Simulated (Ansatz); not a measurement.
# C2H7BOSi: a ladder of functionals and wavefunction methods

The task here is to estimate one member of a computed series from the others.

Method: functionals in def2-TZVPP, the program's frozen cores in correlated methods; program: Ansatz 0.2.0, Gaussian basis.

The runs, in order: PBE-D4, r2SCAN-D4, PBE0-D4, B3LYP-D4, ωB97X-V, ωB97M-V, B2PLYP; CCSD(T)/def2-TZVPP; MP2/def2-QZVPP; extrapolation to the limit.

### The geometry

An earlier PBE0-D4 in a triple-zeta def2 set relaxation fixed the geometry.

SMILES `CC1([SiH3])BO1`, 12 atoms, charge 0, spin multiplicity 1.

Atoms are counted from 1 here; the program's logs count them from 0.

Bond lengths: C1–C2 1.505 Å, C1–H6 1.094 Å, C1–H7 1.094 Å, C1–H8 1.093 Å, C2–Si3 1.873 Å, C2–B4 1.519 Å, C2–O5 1.539 Å, Si3–H9 1.488 Å, Si3–H10 1.488 Å, Si3–H11 1.486 Å, B4–O5 1.326 Å, B4–H12 1.185 Å. Angles: C2–C1–H6 111.7°, C2–C1–H7 109.4°, C2–C1–H8 112.0°, H6–C1–H7 107.7°, H6–C1–H8 108.1°, H7–C1–H8 107.7°, C1–C2–Si3 117.9°, C1–C2–B4 120.8°, C1–C2–O5 113.1°, Si3–C2–B4 120.5°, Si3–C2–O5 111.6°, B4–C2–O5 51.4°, C2–Si3–H9 108.6°, C2–Si3–H10 111.0°, C2–Si3–H11 109.6°, H9–Si3–H10 108.6°, H9–Si3–H11 109.5°, H10–Si3–H11 109.4° and more.

The first run:

The input, in.yaml:

```yaml
crystal:
  periodic: [false, false, false]
  atoms:
    - {symbol: C, position_ang: [-1.345377, -0.142326, -0.645149]}
    - {symbol: C, position_ang: [0.042496, 0.220777, -0.191375]}
    - {symbol: Si, position_ang: [0.779291, -0.747174, 1.233431]}
    - {symbol: B, position_ang: [0.904678, 1.167862, -1.007510]}
    - {symbol: O, position_ang: [0.240642, 1.735770, -0.010601]}
    - {symbol: H, position_ang: [-2.073166, -0.050762, 0.167053]}
    - {symbol: H, position_ang: [-1.355451, -1.181720, -0.985933]}
    - {symbol: H, position_ang: [-1.682336, 0.483309, -1.475267]}
    - {symbol: H, position_ang: [0.827379, -2.185888, 0.856649]}
    - {symbol: H, position_ang: [-0.050700, -0.604133, 2.460576]}
    - {symbol: H, position_ang: [2.155525, -0.260087, 1.508189]}
    - {symbol: H, position_ang: [1.634020, 1.509273, -1.876162]}
basis:
  gaussian: {orbitals: def2-TZVPP}
hamiltonian: {xc: pbe, dispersion: d4}
output: {forces: true, orbitals: {seedname: orbitals}}
```

Run with:

```sh
> ansatz run in.yaml --threads 4 --pin off --events-out ev --progress --plain --max-ram 10444MiB
```

Among the steps run: PBE-D4 (GGA); r2SCAN-D4 (meta-GGA); PBE0-D4 (hybrid); B3LYP-D4 (hybrid); ωB97X-V (range-separated); ωB97M-V (range-separated); B2PLYP (double hybrid); CCSD(T) in def2-TZVPP; MP2 in def2-QZVPP.

One table of the session follows, with a row left open; its other results are not shown here.

```
            method  atomisation energy (kcal/mol)
            PBE-D4                         1092.8
         r2SCAN-D4                         1079.1
           PBE0-D4                         1075.5
          B3LYP-D4                         1073.8
           ωB97X-V                         1077.4
           ωB97M-V                         1077.4
            B2PLYP                         1062.8
     HF/def2-TZVPP                          795.6
    MP2/def2-TZVPP                         1062.3
   CCSD/def2-TZVPP                         1029.6
CCSD(T)/def2-TZVPP                              ?
           MP2/CBS                         1087.9
       CCSD(T)/CBS                         1070.7
```

Estimate the missing values for CCSD(T)/def2-TZVPP.

The run gave: atomisation energy (kcal/mol): 1045.1. In the column «atomisation energy (kcal/mol)» it lies between CCSD/def2-TZVPP (1029.6) and MP2/def2-TZVPP (1062.3).

Among the levels timed on like hardware and quicker than the yardstick, those that no quicker one beats, quickest first: PBE-D4 (1 s, +22.1 kcal/mol); PBE0-D4 (1.1 s, +4.8 kcal/mol); B3LYP-D4 (1.8 s, +3.1 kcal/mol).

B2PLYP carry no dispersion term (for B3LYP, D4 adds 9.3 kcal/mol).

To keep in mind: Free atoms (2 C, 1 Si, 1 B, 1 O, 7 H) were run apart at each level; the atomisation energy is their sum less the molecule, without zero-point or spin-orbit terms.
